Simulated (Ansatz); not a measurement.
# GaH2+ (triplet): wave-function methods side by side at angle H2–Ga1–H3 = 89.2°, cc-pVTZ

How much of the correlation energy of GaH2+ (triplet) does each wave-function method recover here?

Program: Ansatz 0.2.0, Gaussian basis. Level of theory: cc-pVTZ, core rule «outside noble gas», up to 14 orbitals frozen. These are calculated values, not measurements.

Plan: UHF; CCSD(T) on ROHF; CCSD(T) on UHF; BCCD(T) on ROHF; CISD; CCSDT(Q) on ROHF; CCSDT(Q) on UHF; CASSCF and MRCISD+Q, 4 electrons in 4 orbitals; CASSCF and NEVPT2, 4 electrons in 4 orbitals; CASSCF and MRCISD+Q, 4 electrons in 6 orbitals; CASSCF and NEVPT2, 4 electrons in 6 orbitals; Full CI.

9 further runs of the same task are left out: 6 that didn't finish, 3 set aside as unsound or not needed.

## Step 1: The system

The geometry derives from a PBE0/def2-TZVP stationary point (not a proven minimum). One angle is set to the value named; bond lengths are kept. No spin-orbit coupling is included. The filled d shell of Ga may be among the frozen orbitals whatever the setting's name suggests; the logs give the count.

3 atoms, charge 1, spin multiplicity 3.

Atoms are counted from 1 here; the program's logs count them from 0.

Bond lengths: Ga1–H2 1.768 Å, Ga1–H3 1.768 Å. Angles: H2–Ga1–H3 89.2°.

## Step 2: UHF

in.yaml reads:

```yaml
crystal:
  periodic: [false, false, false]
  atoms:
    - {symbol: Ga, position_ang: [0.000000, 0.000000, -0.035377]}
    - {symbol: H, position_ang: [0.000000, 1.241516, 1.223596]}
    - {symbol: H, position_ang: [0.000000, -1.241516, 1.223596]}
basis:
  gaussian: {orbitals: cc-pVTZ}
total_charge: 1
magnetization: {spin_polarized: true, initial_magnetization: 2}
hamiltonian: {xc: hf}
output: {orbitals: {seedname: orbitals}}
```

Started as:

```console
$ ansatz run in.yaml --threads 1 --pin off --events-out ev --progress --plain --max-ram 2393MiB
```

After this run come: CCSD(T) on ROHF; CCSD(T) on UHF; BCCD(T) on ROHF; CISD; CCSDT(Q) on ROHF; CCSDT(Q) on UHF; CASSCF and MRCISD+Q, 4 electrons in 4 orbitals; CASSCF and NEVPT2, 4 electrons in 4 orbitals; CASSCF and MRCISD+Q, 4 electrons in 6 orbitals; CASSCF and NEVPT2, 4 electrons in 6 orbitals; Full CI.

**Question.** What will the summary of the whole plan be? Wanted: FCI below the RHF energy; RMP2 from FCI; UMP2 from FCI; RCCSD from FCI; RCCSD(T) from FCI; UCCSD(T) from FCI; RCCSDT(Q) from FCI; UCCSDT(Q) from FCI; NEVPT2 pair from FCI.

As calculated:

| quantity | value |
| --- | --- |
| FCI below the RHF energy | -1.9206 eV |
| RMP2 from FCI | +451.8 meV |
| UMP2 from FCI | +480.7 meV |
| RCCSD from FCI | +45.4 meV |
| RCCSD(T) from FCI | +10.8 meV |
| UCCSD(T) from FCI | -2.8 meV |
| RCCSDT(Q) from FCI | 0.0 meV |
| UCCSDT(Q) from FCI | -13.5 meV |
| NEVPT2 pair from FCI | +420.6 meV |
| MRCISD+Q pair from FCI | -5.3 meV |
| NEVPT2 valence from FCI | +183.2 meV |
| levels within 1 kcal/mol (43 meV) | UCCSD, RCCSD(T), UCCSD(T), BCCD(T), RCCSDT, UCCSDT, RCCSDT(Q), UCCSDT(Q), MRCISD+Q pair, MRCISD valence, MRCISD+Q valence |
| T1 diagnostic | 0.041 |
| effectively unpaired electrons | 2.03 |

**Reading.** RCCSD(T) misses by +10.8 meV, 0.6 % of the correlation energy. UCCSD(T), UCCSDT, UCCSDT(Q), MRCISD+Q pair fall below full CI: unrestricted runs freeze a spin-polarised core, another one than full CI's, and coupled cluster isn't variational. The occupations are near whole numbers, but T1 = 0.041 shows that the orbitals relax strongly. Of the multireference levels listed MRCISD+Q valence comes nearest in total energy (+4.5 meV), which doesn't show that its space is the better one. These misses are within one basis, not against nature; the frozen cores of restricted and unrestricted runs differ, which can shift their rows.
